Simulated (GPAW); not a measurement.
# MoS2 (P6_3/mmc) in GPAW: notebook, part 2 of 2

GPAW 26.7.0. The steps go on from the part before.

**3. Optical spectrum, LDA**

Contents of run.py:

```python
from ase import Atoms
from ase.dft.bandgap import bandgap
from ase.io import write
from gpaw import GPAW, PW
from gpaw.response.df import DielectricFunction

atoms = Atoms(['Mo', 'Mo', 'S', 'S', 'S', 'S'],
              cell=[[3.161, 0.0, 0.0],
                    [-1.5805, 2.7375063014, 0.0],
                    [0.0, 0.0, 12.295]],
              scaled_positions=[[0.3333333333, 0.6666666667, 0.25],
                                [0.6666666667, 0.3333333333, 0.75],
                                [0.3333333333, 0.6666666667, 0.6275],
                                [0.6666666667, 0.3333333333, 0.1275],
                                [0.3333333333, 0.6666666667, 0.8725],
                                [0.6666666667, 0.3333333333, 0.3725]],
              pbc=True)

calc = GPAW(mode=PW(500),
            xc='LDA',
            kpts={'size': (8, 8, 2), 'gamma': True},
            occupations={'name': 'fermi-dirac', 'width': 0.001},
            nbands=46,
            convergence={'density': 1e-06},
            maxiter=150,
            txt='gpaw.txt')
atoms.calc = calc
energy = atoms.get_potential_energy()
calc.write('gs.gpw')
write('result.traj', atoms)
print(f'Energy: {energy:.6f} eV')
print('Fermi level:', round(calc.get_fermi_level(), 4), 'eV')
print(f'Gap: {bandgap(calc)[0]:.4f} eV, direct: {bandgap(calc, direct=True)[0]:.4f} eV')

dense = calc.fixed_density(kpts={'size': (12, 12, 3), 'gamma': True},
                           nbands=80, convergence={'bands': 74, 'eigenstates': 1e-7},
                           update_fermi_level=True, txt='dense.txt')
dense.write('dense.gpw', mode='all')

df = DielectricFunction('dense.gpw', frequencies={'type': 'nonlinear', 'domega0': 0.05, 'omega2': 10},
                        eta=0.1, ecut=40, nbands=74, eshift=0.5, intraband=False, txt='df.txt')
for direction in ['x', 'z']:
    df.get_dielectric_function(xc='RPA', direction=direction, filename=f'df_{direction}.csv')
    e0, e = df.get_macroscopic_dielectric_constant(xc='RPA', direction=direction)
    print(f'{direction}: static eps {e0:.4f} without, {e:.4f} with local fields')
```

Potentials or basis: the program's PAW data sets (release 1.2.1) made for this functional, pw.

The run is started by

```
OMP_NUM_THREADS=1 python run.py
```

gpaw.txt:

```text
__  _  _
 | _ |_)|_||  |
 |__||  | ||/\| - 26.7.0

Input parameters:
  mode=PW(ecut=500.0),
  convergence={'density': 1e-06},
  kpts=MonkhorstPack(size=(8, 8, 2), gamma=True),
  maxiter=150,
  nbands=46,
  occupations=Occupations(name='fermi-dirac', width=0.001),
  xc=XC(name='LDA')

Diagonalizing LCAO Hamiltonian
Converting LCAO to pw mode

        S

           Mo
        S

           S
        Mo

           S

Atoms  # Å, Bohr magnetons
|   | symbol |         x |        y |         z |    initial magnetic moments |
|---|--------|-----------|----------|-----------|-----------------------------|
| 0 |     Mo | -0.000000 | 1.825004 |  3.073750 | ( 0.0000,  0.0000,  0.0000) |
| 1 |     Mo |  1.580500 | 0.912502 |  9.221250 | ( 0.0000,  0.0000,  0.0000) |
| 2 |      S | -0.000000 | 1.825004 |  7.715112 | ( 0.0000,  0.0000,  0.0000) |
| 3 |      S |  1.580500 | 0.912502 |  1.567613 | ( 0.0000,  0.0000,  0.0000) |
| 4 |      S | -0.000000 | 1.825004 | 10.727388 | ( 0.0000,  0.0000,  0.0000) |
| 5 |      S |  1.580500 | 0.912502 |  4.579887 | ( 0.0000,  0.0000,  0.0000) |

Unit cell  # Å
| periodic |         x |        y |         z |   lengths |     angles |
|----------|-----------|----------|-----------|-----------|------------|
|      yes |  3.161000 | 0.000000 |  0.000000 |  3.161000 |  90.000000 |
|      yes | -1.580500 | 2.737506 |  0.000000 |  3.161000 |  90.000000 |
|      yes |  0.000000 | 0.000000 | 12.295000 | 12.295000 | 120.000000 |

Number of symmetries: 12
Symmetry operations  # r_c * U_cc + t_c -> r_c
|    | kind |            matrix            |
|----|------|------------------------------|
|  0 |  σ   |  1, 1, 0,  0,-1, 0,  0, 0, 1 |
|  1 |  S6  |  1, 1, 0, -1, 0, 0,  0, 0,-1 |
|  2 |  E   |  1, 0, 0,  0, 1, 0,  0, 0, 1 |
|  3 |  C2  |  1, 0, 0, -1,-1, 0,  0, 0,-1 |
|  4 |  C2  |  0, 1, 0,  1, 0, 0,  0, 0,-1 |
|  5 |  C3  |  0, 1, 0, -1,-1, 0,  0, 0, 1 |
|  6 |  S6  |  0,-1, 0,  1, 1, 0,  0, 0,-1 |
|  7 |  σ   |  0,-1, 0, -1, 0, 0,  0, 0, 1 |
|  8 |  σ   | -1, 0, 0,  1, 1, 0,  0, 0, 1 |
|  9 |  i   | -1, 0, 0,  0,-1, 0,  0, 0,-1 |
| 10 |  C3  | -1,-1, 0,  1, 0, 0,  0, 0, 1 |
| 11 |  C2  | -1,-1, 0,  0, 1, 0,  0, 0,-1 |

BZ-sampling:
  Number of BZ points: 128
  Number of IBZ points: 20

  Monkhorst-Pack size: [8, 8, 2]
  Monkhorst-Pack shift: [0.0625, 0.0625, 0.25]

K-points  # in reciprocal-cell coordinates
|     |                                coordinates |     weight |
|-----|--------------------------------------------|------------|
|   0 | (  0.00000000,   0.00000000,   0.00000000) | 0.00781250 |
|   1 | (  0.00000000,   0.00000000,   0.50000000) | 0.00781250 |
[... 60 lines left out ...]
  S:
    name:    Sulfur
    Z:       16.0
    valence: 6
    core:    10
    charge:  0.0  # [|e|]
    compensation charges:
      type: gauss
      rc: 0.24  # [Å]
      lmax: 2
    cutoffs:
      filter: 1.77  # [Å]
      core: 1.66  # [Å]
    projectors
    | kind |    occ | energy [eV] | rcut [Å] |
    |------|--------|-------------|----------|
    |   3s |  2.000 |     -17.278 |    0.974 |
    |   3p |  4.000 |      -7.106 |    0.979 |
    |    s |        |       9.933 |    0.974 |
    |    p |        |      20.105 |    0.979 |
    |    d |        |       0.000 |    0.900 |

    Using partial waves for S as LCAO basis

Reference energy: -263337.961849  # eV

eigensolver:
  PPCG
  Converge bands: occupied
  niter=2

density mixing:
  MSR1-Mixer
  Pratt-step length: 0.05
  Maximum mixing coefficient: 0.75
  Old densities: 10
  SVD Regularization: 0.005
  Good broyden scale: 1.0
  Trust region scale: 1.0
  Backstep threshold: 4.0
  History deletion threshold: 6.0
  Fourier metric: weight=20.0, sigma=0.015

occupation numbers:
  Fermi-Dirac:
    width: 0.0010  # eV

poisson solver:
  ecut: 4000.0  # eV

xc functional:
  name: None

convergence criteria:
- Maximum integral of absolute [dens]ity change: 1e-06 electrons / valence electron
- Maximum [total energy] change in last 3 cyles: 0.0005 eV / valence electron
- Maximum integral of absolute [eigenst]ate change: 4e-08 eV^2 / valence electron
maximum number of iterations: 150

SCF iterations
|iter     | |      energy | eigst |  dens |
|---------|-|-------------|-------|-------|
|iter:   1| |  -52.497488 | +0.55 |       |
|iter:   2| |  -51.822812 | -1.13 | -1.00 |
|iter:   3| |  -49.840794 | -1.12 | -1.07 |
|iter:   4| |  -49.662445 | -1.96 | -1.46 |
|iter:   5| |  -49.650292 | -2.53 | -1.79 |
|iter:   6| |  -49.672153c| -2.89 | -2.03 |
|iter:   7| |  -49.628827 | -3.19 | -2.05 |
|iter:   8| |  -49.628821 | -5.00 | -3.06 |
|iter:   9| |  -49.628822c| -6.04 | -3.50 |
|iter:  10| |  -49.628822c| -7.40 | -4.41 |
|iter:  11| |  -49.628822c| -7.78c| -4.88 |
|iter:  12| |  -49.628822c| -8.48c| -5.52 |
|iter:  13| |  -49.628822c| -9.02c| -6.15c|

Converged in 13 steps
Energy contributions relative to reference atoms: (reference = -263337.961849)

Energy contributions:
  Kinetic:           8.859947
  Coulomb:         -18.363806
  Zero:             -0.361298
  External:          0.000000
  Xc:              -39.763665
  Entropy:          -0.000000
  Spinorbit:         0.000000
  ----------------------------
  Free energy:     -49.628822
  Extrapolated:    -49.628822

dipole moment: (0.000001, 0.000002, 0.000007)  # |e|*Ang

Fermi level: 9.023
Eigenvalues  # (at kpt = [0.000, 0.000, 0.000])
| band index |      eig [eV] | occ [0-2] |
|------------|---------------|-----------|
|          0 |       -53.372 |     2.000 |
|        ... |               |           |
|         18 |         4.676 |     2.000 |
|         19 |         5.606 |     2.000 |
|         20 |         5.606 |     2.000 |
|         21 |         5.642 |     2.000 |
|         22 |         5.642 |     2.000 |
|         23 |         6.899 |     2.000 |
[... 8 lines left out ...]
|         32 |        10.650 |     0.000 |
|         33 |        10.650 |     0.000 |
|        ... |               |           |
|         45 |        20.546 |     0.000 |

Gap: 0.872 eV
Transition (v -> c):
  (s=0, k=0, n=25, [0.00, 0.00, 0.00]) -> (s=0, k=12, n=26, [0.38, 0.38, 0.00])
Direct/indirect transitions are different
Direct gap: 1.909 eV
Transition at: (s=0, k=12, n=25, [0.38, 0.38, 0.00])
# Writing to gs.gpw (mode='')
```

df.txt:

```text
NonLinearFrequencyDescriptor(from 0.000 to 88.113 eV, 380 points)
NonLinearFrequencyDescriptor(from 0.000 to 88.113 eV, 380 points)

Calculating chi0 body with:
    Ground state adapter containing:
    Number of spins: 1
    Number of kpoints: 432
    Number of irreducible kpoints: 50
    Number of completely occupied states: 26
    Number of partially occupied states: 26

    Linear response parametrization:
    q_c: [0.0, 0.0, 0.0]
    Number of frequency points: 380
    Planewave cutoff: 40.0
    Number of bands: 74
    Number of planewaves: 67
    Broadening (eta): 0.1

Integrating chi0 body.

Symmetries of q_c:
    Direct symmetries (Uq -> q): 12
    Indirect symmetries (TUq -> q): 0
In total 12 allowed symmetries.

Integral kind: spectral function

Calculating chi0 optical extensions with:
    Ground state adapter containing:
    Number of spins: 1
    Number of kpoints: 432
    Number of irreducible kpoints: 50
    Number of completely occupied states: 26
    Number of partially occupied states: 26

    Linear response parametrization:
    Number of frequency points: 380
    Planewave cutoff: 40.0
    Number of bands: 74
    Number of planewaves: 67
    Broadening (eta): 0.1
Integrating chi0 head and wings.

Symmetries of q_c:
    Direct symmetries (Uq -> q): 12
    Indirect symmetries (TUq -> q): 0
In total 12 allowed symmetries.

Integral kind: spectral function wings

Finished calculating chi0
```

It took 7.5 min on 1 thread of Intel Xeon Platinum 8375C at 2.90GHz (Ice Lake), shared host; peak memory 0.65 GiB.

What came out:

| Quantity | Value |
| --- | --- |
| Free energy | -49.6288 eV |
| Band gap on the k mesh | 0.87 eV, indirect (least direct gap 1.91 eV) |

Dielectric function (mean over the directions given):
```
energy (eV)  real part  imaginary part
       0.25      10.00            0.03
       0.88      10.42            0.11
       1.54      11.66            0.31
       2.18      13.40            2.65
       2.79      15.76            6.35
       3.43       9.98           18.90
       4.16       3.45            9.28
       4.79       2.44            9.32
       5.38       0.78            8.52
       6.07       0.07            6.09
       6.63      -0.11            5.19
       7.29      -0.13            4.33
       8.07       0.69            3.68
       8.71      -0.23            3.05
       9.27       1.77            2.68
       9.96       1.37            4.33
      10.57       1.11            4.77
      11.20       0.77            4.34
      11.96      -0.90            4.53
      12.53      -1.16            3.17
      13.24      -1.05            2.51
      13.85      -1.13            2.00
      14.48      -0.40            1.86
      15.13      -0.69            2.05
      15.94      -0.73            1.78
      16.64      -0.80            1.56
      17.36      -0.60            1.01
      18.12      -0.39            1.10
      18.90      -0.38            0.95
      19.87      -0.30            0.91
```

Caveat: the long-wavelength limit can be off by several per cent where d states take part; independent-particle spectra lack excitons; an odd mesh through Γ misses points on the zone boundary, where band edges often lie.

**4. Against experiment**

Step 2. A measured gap of MoS2 is 1.3 eV (indirect; 300 K; “Multiwavelength excitation Raman Scattering Analysis of bulk and 2 dimensional MoS2: Vibrational properties of atomically thin MoS2 layers”, 2015, arxiv:1506.03228); the calculated 0.87 eV misses it by -0.43 eV. Spin-orbit coupling on Mo is left out. The value is that of LDA on a finite k mesh, which can miss the band edges, without temperature or zero-point motion. Semilocal functionals fall short of measured gaps as a rule.

Step 3. Against the measured gap of MoS2, 1.3 eV (indirect; 300 K; “Multiwavelength excitation Raman Scattering Analysis of bulk and 2 dimensional MoS2: Vibrational properties of atomically thin MoS2 layers”, 2015, arxiv:1506.03228), the calculated 0.87 eV is off by -0.43 eV. Spin-orbit coupling on Mo is left out. The value is that of LDA on a finite k mesh, which can miss the band edges, without temperature or zero-point motion. Semilocal functionals fall short of measured gaps as a rule.
